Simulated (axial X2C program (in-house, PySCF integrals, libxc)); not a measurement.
# NiC⁺: bond curves with and without spin–orbit coupling

Aim: find the lowest determinant of NiC⁺, scan the bond at several levels and fit the constants, once spin-free and once with spin–orbit coupling.

Method: all-electron X2C, Ni dyall-cv3z, C dyall-v3z; program: an in-house X2C program for linear molecules on PySCF integrals.

All values are calculated.

## (1) The job

Contents of task.json:

```json
{
 "zs": [
  28,
  6
 ],
 "q": 1,
 "bas": [
  "dyall-cv3z",
  "dyall-v3z"
 ],
 "levels": [
  "PBE0",
  "HF",
  "PBEsol"
 ],
 "cc": true,
 "r0": 1.68,
 "thr": -2.0,
 "nmax": 90,
 "npts": 10,
 "nst": 2,
 "ntry": 6
}
```

Keys: zs atomic numbers; q charge; bas basis sets; levels methods (HF also brings MP2); cc coupled cluster on or off; r0 starting distance in Å; thr threshold in hartree for freezing inner shells (an s shell follows its p shell); nmax most natural virtual spinors; npts points asked for on the curve; nst determinants followed; ntry starts of the search.

Command:

```sh
> python so2c.py task.json out
```

Spin-free means the one-electron spin-free X2C Hamiltonian; two-component (2c) means X2C with spin–orbit coupling and atomic mean-field two-electron Coulomb and Gaunt terms. Basis: Ni dyall-cv3z contracted to [9s9p6d3f2g], C dyall-v3z contracted to [7s6p2d1f]; Gaussian nuclei, density fitting. Masses: Ni 57.935 u, C 12.000 u.

Notation: σ, π±, δ± give the projection m of an orbital's angular momentum (0, ±1, ±2), α and β its spin, Λ and M_S the sums; ω is the projection of a spinor's total angular momentum and Ω the sum. Logs are in hartree.

The results follow Hamiltonian by Hamiltonian and level by level.

## (2) Search for the lowest determinant

PBE0 moves the distance from 1.680 Å to 1.566 Å and compares determinants there.

Spin-free determinants:

```tsv
ΔE (eV)	state	open shells
0.00	M_S = 1/2, Λ = 0	beyond closed shells: σα
1.40	M_S = 3/2, Λ = 3	beyond closed shells: σα, π+α, δ+α, δ+β, δ-α
1.40	M_S = 3/2, Λ = 1	beyond closed shells: σα, π-α, δ+α, δ+β, δ-α
1.52	M_S = 1/2, Λ = 3	beyond closed shells: σα, π+α, δ+α, δ+β, δ-β
1.59	M_S = 1/2, Λ = 1	beyond closed shells: σα, π-α, δ+α, δ+β, δ-β
1.82	M_S = 1/2, Λ = 2	beyond closed shells: δ+α, δ+β, δ-α
```

Two-component determinants:

```json
{"ΔE (eV)": "0.00", "state": "Ω = 1/2", "open shells": "excess of +ω over −ω: ω = 1/2"}
{"ΔE (eV)": "1.31", "state": "Ω = 5/2", "open shells": "excess of +ω over −ω: ω = 5/2"}
{"ΔE (eV)": "1.34", "state": "Ω = 9/2", "open shells": "excess of +ω over −ω: ω = 1/2, ω = 3/2, ω = 5/2"}
{"ΔE (eV)": "1.47", "state": "Ω = 3/2", "open shells": "excess of +ω over −ω: ω = 3/2"}
{"ΔE (eV)": "1.53", "state": "Ω = 1/2", "open shells": "excess of +ω over −ω: ω = -1/2, ω = -3/2, ω = 5/2"}
{"ΔE (eV)": "1.62", "state": "Ω = 7/2", "open shells": "excess of +ω over −ω: ω = 1/2, 2 × ω = 3/2"}
{"ΔE (eV)": "1.80", "state": "Ω = 3/2", "open shells": "excess of +ω over −ω: 2 × ω = -1/2, ω = 5/2"}
```

## (3) PBE0, spin-free

State followed: M_S = 1/2, Λ = 0 (beyond closed shells: σα). The scan is laid around 1.566 Å, a first estimate of the minimum, and this SCF restarts from the orbitals of the search.

Output at 1.566 Å:

```text
spin-free X2C-1e  PBE0
basis functions 147  fitting functions 854  grid points 5069
iter        total energy     max residual
   1      -1558.006469231     2.93e-05
   2      -1558.006469192     1.02e-04
   3      -1558.006469265     2.06e-05
   4      -1558.006469271     2.39e-05
   5      -1558.006469277     1.13e-05
   6      -1558.006469282     1.03e-05
   7      -1558.006469288     7.84e-06
   8      -1558.006469292     5.73e-06
   9      -1558.006469295     1.76e-06
  10      -1558.006469295     2.98e-07
converged
one-electron -2265.03190946  Coulomb 718.93701131  exact exchange -16.77166206  xc functional -51.90987807  nuclear repulsion 56.76996899
```

Along the bond, energies from the lowest point:

| R (Å) | E (eV) | μ (D) | HOMO (eV) | LUMO (eV) | iterations |
| --- | --- | --- | --- | --- | --- |
| 1.362 | 1.1834 | -1.04 | -13.91 | -10.40 | 14 |
| 1.425 | 0.5461 | -1.07 | -14.06 | -10.42 | 16 |
| 1.472 | 0.2607 | -1.06 | -14.15 | -10.44 | 15 |
| 1.519 | 0.0980 | -1.05 | -14.25 | -10.46 | 16 |
| 1.566 | 0.0205 | -1.06 | -14.35 | -10.46 | 10 |
| 1.621 | 0.0000 | -1.09 | -14.46 | -10.46 | 18 |
| 1.676 | 0.0345 | -1.13 | -14.54 | -10.45 | 15 |
| 1.746 | 0.1411 | -1.19 | -14.62 | -10.44 | 15 |
| 1.832 | 0.3419 | -1.27 | -14.68 | -10.42 | 14 |
| 1.958 | 0.7233 | -1.38 | -14.50 | -10.46 | 13 |

Dipoles are positive if C is the positive end and refer to the centre of mass.

Outer orbitals at the reference distance:

| symmetry | occupied | ε (eV) | atomic character |
| --- | --- | --- | --- |
| σα | yes | -25.29 | 60% C s, 17% Ni d, 11% Ni p |
| σβ | yes | -23.54 | 52% C s, 25% Ni d, 10% Ni s |
| σα | yes | -18.16 | 54% Ni d, 31% C p, 11% C s |
| π+β | yes | -17.93 | 88% Ni d, 10% C p |
| π-β | yes | -17.93 | 88% Ni d, 10% C p |
| π-α | yes | -16.84 | 60% Ni d, 36% C p, 2% Ni p |
| π+α | yes | -16.84 | 60% Ni d, 36% C p, 2% Ni p |
| σβ | yes | -16.80 | 64% Ni d, 17% C s, 10% C p |
| δ+β | yes | -16.42 | 100% Ni d |
| δ-β | yes | -16.42 | 100% Ni d |
| δ+α | yes | -16.05 | 100% Ni d |
| δ-α | yes | -16.05 | 100% Ni d |
| σα | yes | -14.35 | 50% C p, 25% Ni d, 22% Ni s |
| σβ | no | -10.46 | 52% C p, 32% Ni s, 8% Ni d |
| π-α | no | -10.44 | 48% C p, 40% Ni d, 11% Ni p |
| π+α | no | -10.44 | 48% C p, 40% Ni d, 11% Ni p |
| π+β | no | -9.89 | 71% C p, 15% Ni p, 13% Ni d |

PBE0 fields in the half plane through the axis: z from -2.4 to 3.9 Å across, distance from the axis 0.15 to 2.25 Å upwards; Ni lies at z = 0 and C at z = 1.566 Å; the ELF is damped to zero where the density is low.

log10 density (e/bohr³). Ten even steps from ' ' (-5.78 ) to '@' (1.38 ):
```
    ....::::::------------::::::::......    
  ....::::----------------------::::::....  
  ..::::----==================------::::....
....::----====++++++++++++++======----::::..
..::::--====++++****++++++++++++++====--::::
..::----==++****##**************++++==----::
..::--====++**##%%####**######****++====--::
..::--==++**##%%@@%%######%%####**++====--::
```

ELF. Ten even steps from '0' (0.00 ) to '9' (0.98 ):
```
0000000000000000000000
0000000000000000000000
0000000011111111000000
0000000111234333331000
0000000112256667775100
0000000232268789998400
0000002675268369999710
0000015757453919999820
```

Re = 1.611 Å, ωe = 723 cm⁻¹, Be = 0.6537 cm⁻¹, De = 2.83 eV, μ = -1.08 D. ⟨S²⟩ = 1.17 against 0.75 for a pure state, so this determinant mixes spins.

## (4) HF, spin-free

The SCF at the reference distance of 1.566 Å:

```text
spin-free X2C-1e  HF
basis functions 147  fitting functions 854  grid points 5069
iter        total energy     max residual
   1      -1556.411577403     1.12e-01
   2      -1556.452450971     4.91e-02
   3      -1556.461968474     5.92e-02
   4      -1556.486011596     2.88e-02
   5      -1556.502211652     2.40e-02
   6      -1556.539399180     1.32e-02
   7      -1556.546119400     1.03e-02
   8      -1556.553713193     3.37e-03
   9      -1556.554065540     1.81e-03
  10      -1556.554292279     7.97e-04
  11      -1556.554309751     3.27e-04
  12      -1556.554313092     1.29e-04
  13      -1556.554313596     1.01e-04
  14      -1556.554313780     3.56e-05
  15      -1556.554313814     6.33e-06
  16      -1556.554313815     3.63e-06
  17      -1556.554313815     8.71e-07
converged
one-electron -2263.07897619  Coulomb 717.27706067  exact exchange -67.52236728  xc functional 0.00000000  nuclear repulsion 56.76996899
```

No constants are quoted: too few points lie around the minimum for a second fit to confirm the first.

## (5) PBEsol, spin-free

Output at 1.566 Å:

```text
spin-free X2C-1e  PBEsol
basis functions 147  fitting functions 854  grid points 5069
iter        total energy     max residual
   1      -1556.582367311     4.59e-02
   2      -1556.564402183     7.18e-02
   3      -1556.286143318     1.88e-01
   4      -1556.591026253     2.27e-02
   5      -1556.593728579     1.21e-02
   6      -1556.594684561     1.05e-02
   7      -1556.595467579     2.23e-03
   8      -1556.595538880     1.01e-03
   9      -1556.595543170     1.08e-03
  10      -1556.595551683     1.35e-04
  11      -1556.595551811     5.48e-06
  12      -1556.595551811     1.18e-06
converged
one-electron -2264.27441645  Coulomb 718.08026328  exact exchange 0.00000000  xc functional -67.17136763  nuclear repulsion 56.76996899
```

Re = 1.579 Å, ωe = 975 cm⁻¹, ωexe = 5.58 cm⁻¹, Be = 0.68 cm⁻¹, De = 5.11 eV, μ = -0.83 D.

## (6) MP2, spin-free

Correlated methods: 13 electrons correlated (frozen shells, counted by type: Ni 3 s, 2 p; C 1 s), 225 virtual spinors in MP2.

Output of the correlated part at 1.566 Å:

```text
correlated 13  virtual 225  natural virtual 90  E(MP2) -0.454343089  MP2 remainder -0.034299439
iter   CCSD correlation   residual
   1     -0.391928861   2.05e-01
   2     -0.413866242   1.32e-01
   3     -0.435829840   9.14e-02
   4     -0.449446171   6.02e-02
   5     -0.458901559   3.72e-02
   6     -0.460856037   2.11e-02
   7     -0.464589305   1.39e-02
   8     -0.464236875   7.28e-03
   9     -0.464807565   4.10e-03
  10     -0.464910917   1.81e-03
  11     -0.464861332   1.11e-03
  12     -0.464921495   6.63e-04
  13     -0.464880493   3.78e-04
  14     -0.464884939   1.93e-04
  15     -0.464875574   1.05e-04
  16     -0.464871565   4.62e-05
  17     -0.464870600   2.43e-05
  18     -0.464869371   1.44e-05
  19     -0.464869041   6.98e-06
  20     -0.464869181   3.57e-06
  21     -0.464869133   1.97e-06
  22     -0.464869239   1.17e-06
  23     -0.464869259   6.81e-07
(T) -0.023524705  T1 0.1713  D1 0.3865  max T2 0.113
```

T1 in the output is the amplitude norm over the root of the electron number; divide by √2 for the Lee–Taylor value.

Coupled cluster ran at too few distances for a curve.

MP2: No constants are quoted: the reference is strongly spin-contaminated.

## (7) A higher determinant, spin-free

State: M_S = 3/2, Λ = 3 (beyond closed shells: σα, π+α, δ+α, δ+β, δ-α).

Output at the reference distance:

```text
spin-free X2C-1e  PBE0
basis functions 147  fitting functions 854  grid points 5069
iter        total energy     max residual
   1      -1557.954924067     9.27e-06
   2      -1557.954924067     1.41e-05
converged
one-electron -2263.68358460  Coulomb 717.65029705  exact exchange -16.80047045  xc functional -51.89113505  nuclear repulsion 56.76996899
```

| R (Å) | E above the lowest PBE0 point (eV) |
| --- | --- |
| 1.362 | 3.812 |
| 1.425 | 2.750 |
| 1.472 | 2.170 |
| 1.519 | 1.737 |
| 1.566 | 1.423 |
| 1.621 | 1.177 |
| 1.676 | 1.031 |
| 1.746 | 0.952 |
| 1.832 | 0.970 |

No constants are quoted: too few points lie around the minimum for a second fit to confirm the first.

## (8) The spin-free curves together

Energy (eV) of the followed determinant, spin-free, from each level's lowest point:

| R (Å) | PBE0 | HF | MP2 (spin-contaminated) | PBEsol |
| --- | --- | --- | --- | --- |
| 1.362 | 1.183 | 4.223 | 1.069 | 1.215 |
| 1.425 | 0.546 | 2.965 | 0.690 | 0.544 |
| 1.472 | 0.261 | 2.208 | 0.454 | 0.240 |
| 1.519 | 0.098 | 1.590 | 0.266 | 0.067 |
| 1.566 | 0.020 | 1.098 | 0.129 | 0.000 |
| 1.621 | 0.000 | 0.662 | 0.033 | 0.025 |
| 1.676 | 0.035 | 0.355 | 0.000 | 0.133 |
| 1.746 | 0.141 | 0.113 | 0.039 | 0.358 |
| 1.832 | 0.342 | 0.000 | 0.186 | 0.713 |
| 1.958 | 0.723 | 0.083 | 0.535 | 1.278 |

## (9) PBE0, 2c

State followed: Ω = 1/2 (excess of +ω over −ω: ω = 1/2). The scan is laid around 1.566 Å, a first estimate of the minimum, and this SCF restarts from the orbitals of the search.

Output at 1.566 Å:

```text
two-component X2C + atomic mean field  PBE0
basis functions 147  fitting functions 854  grid points 5069
iter        total energy     max residual
   1      -1557.576490408     1.57e-05
   2      -1557.576490408     3.53e-05
   3      -1557.576490417     6.40e-06
   4      -1557.576490418     1.30e-05
converged
one-electron -2263.96091743  Coulomb 718.72813147  exact exchange -16.76701975  xc functional -51.89547286  nuclear repulsion 56.76996899  atomic mean-field constant -0.45118084
```

Along the bond, energies from the lowest point:

| R (Å) | E (eV) | μ (D) | HOMO (eV) | LUMO (eV) | iterations |
| --- | --- | --- | --- | --- | --- |
| 1.362 | 1.1860 | -1.03 | -13.91 | -10.43 | 14 |
| 1.425 | 0.5482 | -1.07 | -14.05 | -10.45 | 16 |
| 1.472 | 0.2623 | -1.06 | -14.15 | -10.48 | 16 |
| 1.519 | 0.0990 | -1.04 | -14.25 | -10.50 | 16 |
| 1.566 | 0.0210 | -1.05 | -14.35 | -10.49 | 4 |
| 1.621 | 0.0000 | -1.09 | -14.45 | -10.48 | 18 |
| 1.676 | 0.0339 | -1.13 | -14.54 | -10.46 | 17 |
| 1.746 | 0.1395 | -1.19 | -14.62 | -10.46 | 16 |
| 1.832 | 0.3389 | -1.26 | -14.67 | -10.50 | 19 |
| 1.958 | 0.7044 | -1.22 | -14.53 | -10.74 | 25 |

Dipoles are positive if C is the positive end and refer to the centre of mass.

Outer spinors at the reference distance:

```
   ω  occupied  ε (eV)             atomic character     λ mixture
 1/2       yes  -25.28  60% C s, 17% Ni d, 11% Ni p        100% σ
-1/2       yes  -23.55  52% C s, 25% Ni d, 10% Ni s        100% σ
 1/2       yes  -18.20   59% Ni d, 27% C p, 10% C s  86% σ, 14% π
 1/2       yes  -17.93            83% Ni d, 14% C p  86% π, 14% σ
-3/2       yes  -17.89            88% Ni d, 10% C p        100% π
-1/2       yes  -16.95    63% Ni d, 26% C p, 5% C s  69% π, 31% σ
 3/2       yes  -16.85            64% Ni d, 32% C p  89% π, 11% δ
-1/2       yes  -16.73   62% Ni d, 19% C p, 11% C s  69% σ, 31% π
 3/2       yes  -16.47             95% Ni d, 5% C p  89% δ, 11% π
-5/2       yes  -16.33                    100% Ni d        100% δ
-3/2       yes  -16.14                    100% Ni d        100% δ
 5/2       yes  -15.97                    100% Ni d        100% δ
 1/2       yes  -14.35  50% C p, 25% Ni d, 22% Ni s        100% σ
-1/2        no  -10.49  51% C p, 28% Ni d, 10% Ni s  68% π, 32% σ
-1/2        no  -10.44  49% C p, 22% Ni s, 19% Ni d  68% σ, 32% π
 3/2        no  -10.41  48% C p, 40% Ni d, 11% Ni p        100% π
 1/2        no   -9.91  71% C p, 16% Ni p, 13% Ni d        100% π
```

PBE0 fields in the half plane through the axis: z from -2.4 to 3.9 Å across, distance from the axis 0.15 to 2.25 Å upwards; Ni lies at z = 0 and C at z = 1.566 Å; the ELF is damped to zero where the density is low.

log10 density (e/bohr³). Ten even steps from '0' (-5.78 ) to '9' (1.38 ):
```
0011222333333222211100
0112233333333333222110
0122334444444443332211
1123344555555544433221
1223445566555555544322
1233456676666666554332
1234456787767776654432
1234567898777877654432
```

ELF. Ten even steps from '0' (0.00 ) to '9' (0.98 ):
```
0000000000000000000000
0000000000000000000000
0000000011111111000000
0000000111234333331000
0000000112256667775100
0000000232268789998400
0000002675268369999710
0000015757453919999820
```

Re = 1.611 Å, ωe = 720 cm⁻¹, Be = 0.6531 cm⁻¹, De = 2.82 eV, μ = -1.08 D.

## (10) HF, 2c

The SCF at the reference distance of 1.566 Å:

```text
two-component X2C + atomic mean field  HF
basis functions 147  fitting functions 854  grid points 5069
iter        total energy     max residual
   1      -1555.982076798     1.12e-01
   2      -1556.022937108     5.04e-02
   3      -1556.032389275     5.94e-02
   4      -1556.056502449     2.90e-02
   5      -1556.072689177     2.41e-02
   6      -1556.109824273     1.32e-02
   7      -1556.116478883     1.09e-02
   8      -1556.124154889     4.36e-03
   9      -1556.124577676     1.92e-03
  10      -1556.124833343     7.74e-04
  11      -1556.124853273     7.11e-04
  12      -1556.124862168     6.53e-04
  13      -1556.124866988     5.65e-04
  14      -1556.124871310     4.76e-04
  15      -1556.124876440     3.30e-04
  16      -1556.124879632     2.00e-04
  17      -1556.124881737     1.36e-04
  18      -1556.124882609     1.20e-04
  19      -1556.124883598     9.62e-05
  20      -1556.124884138     7.19e-05
  21      -1556.124884319     5.00e-05
  22      -1556.124884374     3.34e-05
  23      -1556.124884400     1.63e-05
  24      -1556.124884409     4.81e-06
  25      -1556.124884410     1.99e-06
converged
one-electron -2262.01062507  Coulomb 717.07010221  exact exchange -67.50314970  xc functional 0.00000000  nuclear repulsion 56.76996899  atomic mean-field constant -0.45118084
```

No constants are quoted: too few points lie around the minimum for a second fit to confirm the first.

## (11) PBEsol, 2c

Output at 1.566 Å:

```text
two-component X2C + atomic mean field  PBEsol
basis functions 147  fitting functions 854  grid points 5069
iter        total energy     max residual
   1      -1556.152495647     4.60e-02
   2      -1556.134525289     7.18e-02
   3      -1555.856209427     1.89e-01
   4      -1556.161121987     2.27e-02
   5      -1556.163828114     1.21e-02
   6      -1556.164783845     1.05e-02
   7      -1556.165564574     2.22e-03
   8      -1556.165634791     1.01e-03
   9      -1556.165639039     1.08e-03
  10      -1556.165647528     1.33e-04
  11      -1556.165647651     5.40e-06
  12      -1556.165647652     1.17e-06
converged
one-electron -2263.20315668  Coulomb 717.87129356  exact exchange 0.00000000  xc functional -67.15257268  nuclear repulsion 56.76996899  atomic mean-field constant -0.45118084
```

Re = 1.580 Å, ωe = 974 cm⁻¹, ωexe = 5.58 cm⁻¹, Be = 0.6797 cm⁻¹, De = 5.11 eV, μ = -0.83 D.

## (12) MP2, 2c

Correlated methods: 13 electrons correlated (frozen shells, counted by type: Ni 3 s, 2 p; C 1 s), 225 virtual spinors in MP2.

MP2: No constants are quoted: the reference is strongly spin-contaminated.

## (13) A higher determinant, 2c

State: Ω = 5/2 (excess of +ω over −ω: ω = 5/2).

Output at the reference distance:

```text
two-component X2C + atomic mean field  PBE0
basis functions 147  fitting functions 854  grid points 5069
iter        total energy     max residual
   1      -1557.528289542     1.51e-05
   2      -1557.528289564     1.14e-05
   3      -1557.528289576     1.21e-05
   4      -1557.528289582     6.90e-06
   5      -1557.528289591     1.96e-06
   6      -1557.528289592     7.72e-07
converged
one-electron -2262.61782389  Coulomb 717.44354221  exact exchange -16.79582153  xc functional -51.87697453  nuclear repulsion 56.76996899  atomic mean-field constant -0.45118084
```

| R (Å) | E above the lowest PBE0 point (eV) |
| --- | --- |
| 1.362 | 3.715 |
| 1.425 | 2.655 |
| 1.472 | 2.078 |
| 1.519 | 1.645 |
| 1.566 | 1.333 |
| 1.621 | 1.088 |
| 1.676 | 0.943 |
| 1.746 | 0.865 |
| 1.832 | 0.884 |

No constants are quoted: too few points lie around the minimum for a second fit to confirm the first.

## (14) The 2c curves together

Energy (eV) of the followed determinant, 2c, from each level's lowest point:

| R (Å) | PBE0 | HF | MP2 (spin-contaminated) | PBEsol |
| --- | --- | --- | --- | --- |
| 1.362 | 1.186 | 4.237 | 1.076 | 1.217 |
| 1.425 | 0.548 | 2.978 | 0.697 | 0.546 |
| 1.472 | 0.262 | 2.219 | 0.460 | 0.241 |
| 1.519 | 0.099 | 1.599 | 0.271 | 0.068 |
| 1.566 | 0.021 | 1.106 | 0.133 | 0.000 |
| 1.621 | 0.000 | 0.669 | 0.035 | 0.024 |
| 1.676 | 0.034 | 0.359 | 0.000 | 0.132 |
| 1.746 | 0.140 | 0.115 | 0.037 | 0.356 |
| 1.832 | 0.339 | 0.000 | 0.181 | 0.709 |
| 1.958 | 0.704 | 0.080 | 0.524 | 1.274 |

Time for the job: 2.7 min (1 thread, shared host).

## (15) Results

Lowest determinant that the search found at its distance, spin-free: M_S = 1/2, Λ = 0 (beyond closed shells: σα).

Lowest determinant that the search found at its distance, 2c: Ω = 1/2 (excess of +ω over −ω: ω = 1/2).

```
Hamiltonian   level  Re (Å)  ωe (cm⁻¹)  De (eV)  μ (D)
  spin-free    PBE0   1.611        723     2.83  -1.08
  spin-free  PBEsol   1.579        975     5.11  -0.83
         2c    PBE0   1.611        720     2.82  -1.08
         2c  PBEsol   1.580        974     5.11  -0.83
```

Dipoles are positive if C is the positive end and refer to the centre of mass. No constants: spin-free HF (too few points lie around the minimum for a second fit to confirm the first); spin-free MP2 (the reference is strongly spin-contaminated); 2c HF (too few points lie around the minimum for a second fit to confirm the first); 2c MP2 (the reference is strongly spin-contaminated). Spin-free ⟨S²⟩ is off its pure value at PBE0 1.17.

Time per point (s) on 1 thread, shared host (2c runs); the times are rough: PBE0 0.91, PBEsol 0.52.

**Reading.** At PBE0, going from spin-free to two-component changes Re by +1 mÅ, ωe by -0.4 %, which is small (part of it comes from the scalar share of the two-electron terms). De moves by -0.01 eV; both De rest on single-determinant atoms, which can miss part of an open shell's spin–orbit lowering.

De refers to Ni+ + C, each in the lowest determinant found, which need not be this curve's own limit. Each curve is one determinant whose occupation by symmetry is held fixed; it was picked as the lowest of a PBE0 search that is not exhaustive. De is counted from the lowest determinant-based energies of the atoms at the same level, without counterpoise correction. Density functionals use the spin component along the axis (collinear). The spin-free determinant is spin-contaminated at some levels.
